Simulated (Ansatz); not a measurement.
# Pb2CCl2O3 (Phosgenite): the cost of one run

Computed with Ansatz 0.2.0 (DFT, PBE, plane-wave PAW, default files, scalar-relativistic, as far as a step names no other, unless a step's input says otherwise).

**1. Starting point**

Symmetry: P4/mbm, No. 127, tetragonal system. The conventional cell has a = 8.160 Å, b = 8.160 Å, c = 8.883 Å, α = 90.00°, β = 90.00°, γ = 90.00°. Around Pb (site symmetry m) lie 4 O at 2.36 to 2.69 Å and 1 C at 2.95 Å and 5 Cl at 3.03 to 3.34 Å. C (site symmetry m2m) is surrounded by 3 O at 1.25 to 1.32 Å. Cl (site symmetry 4) has 4 Pb at 3.05 Å as nearest neighbours. Cl (site symmetry m2m) has 6 Pb at 3.03 to 3.34 Å as nearest neighbours. O (site symmetry m2m) is surrounded by 1 C at 1.32 Å. Around O (site symmetry m) lie 1 C at 1.25 Å.

As a file:

```cif
data_structure
_symmetry_space_group_name_H-M 'P4/mbm'
_symmetry_Int_Tables_number 127
_cell_length_a 8.1600
_cell_length_b 8.1600
_cell_length_c 8.8830
_cell_angle_alpha 90.000
_cell_angle_beta 90.000
_cell_angle_gamma 90.000
_cell_volume 591.48
loop_
_atom_site_label
_atom_site_type_symbol
_atom_site_symmetry_multiplicity
_atom_site_Wyckoff_symbol
_atom_site_fract_x
_atom_site_fract_y
_atom_site_fract_z
_atom_site_occupancy
Pb1 Pb 8 k 0.16590 0.66590 0.25940 1
C1 C 4 g 0.32570 0.82570 0.00000 1
Cl1 Cl 4 e 0.00000 0.00000 0.24280 1
Cl2 Cl 4 h 0.35210 0.85210 0.50000 1
O1 O 4 g 0.21100 0.71100 0.00000 1
O2 O 8 k 0.37260 0.87260 0.12690 1
```

**2. First run, atoms as given**

The input, input.yaml:

```yaml
crystal:
  lattice:
    - [8.16, 0.0, 0.0]
    - [0.0, 8.16, 0.0]
    - [0.0, 0.0, 8.883]
  atoms:
    - { symbol: Pb, position: [0.1659, 0.6659, 0.2594] }
    - { symbol: Pb, position: [0.3341, 0.1659, 0.2594] }
    - { symbol: Pb, position: [0.8341, 0.3341, 0.2594] }
    - { symbol: Pb, position: [0.6659, 0.8341, 0.2594] }
    - { symbol: Pb, position: [0.6659, 0.8341, 0.7406] }
    - { symbol: Pb, position: [0.8341, 0.3341, 0.7406] }
    - { symbol: Pb, position: [0.3341, 0.1659, 0.7406] }
    - { symbol: Pb, position: [0.1659, 0.6659, 0.7406] }
    - { symbol: C, position: [0.3257, 0.8257, 0.0] }
    - { symbol: C, position: [0.1743, 0.3257, 0.0] }
    - { symbol: C, position: [0.6743, 0.1743, 0.0] }
    - { symbol: C, position: [0.8257, 0.6743, 0.0] }
    - { symbol: Cl, position: [0.0, 0.0, 0.2428] }
    - { symbol: Cl, position: [0.5, 0.5, 0.7572] }
    - { symbol: Cl, position: [0.0, 0.0, 0.7572] }
    - { symbol: Cl, position: [0.5, 0.5, 0.2428] }
    - { symbol: Cl, position: [0.3521, 0.8521, 0.5] }
    - { symbol: Cl, position: [0.1479, 0.3521, 0.5] }
    - { symbol: Cl, position: [0.6479, 0.1479, 0.5] }
    - { symbol: Cl, position: [0.8521, 0.6479, 0.5] }
    - { symbol: O, position: [0.211, 0.711, 0.0] }
    - { symbol: O, position: [0.289, 0.211, 0.0] }
    - { symbol: O, position: [0.789, 0.289, 0.0] }
    - { symbol: O, position: [0.711, 0.789, 0.0] }
    - { symbol: O, position: [0.3726, 0.8726, 0.1269] }
    - { symbol: O, position: [0.1274, 0.3726, 0.1269] }
    - { symbol: O, position: [0.6274, 0.1274, 0.1269] }
    - { symbol: O, position: [0.8726, 0.6274, 0.1269] }
    - { symbol: O, position: [0.8726, 0.6274, 0.8731] }
    - { symbol: O, position: [0.6274, 0.1274, 0.8731] }
    - { symbol: O, position: [0.1274, 0.3726, 0.8731] }
    - { symbol: O, position: [0.3726, 0.8726, 0.8731] }
kpoints:
  mp_grid: { grid: [3, 3, 3] }
scf:
  occupations: { method: fermi_dirac, width: 0.02 }
hamiltonian:
  xc: pbe
  pseudopotentials: { kind: paw }
output:
  forces: true
  stress: true
  populations: true
  efg:
    quadrupole_moments_barn: { Cl: -0.08112, O: -0.02558 }
    contact_densities: true
  write_density: true
  write_potential: true
  elf: true
  volumetric_format: npy
```

Launch:

```bash
ansatz run input.yaml --threads 1 --pin off --max-ram 3072MiB --backend cpu --events-out ev --progress --plain --runs-dir out
```

Q: Estimate wall time and peak memory on 1 thread of Arm Neoverse V1, shared host.

About 72 s, with a peak of 1.2 GiB.
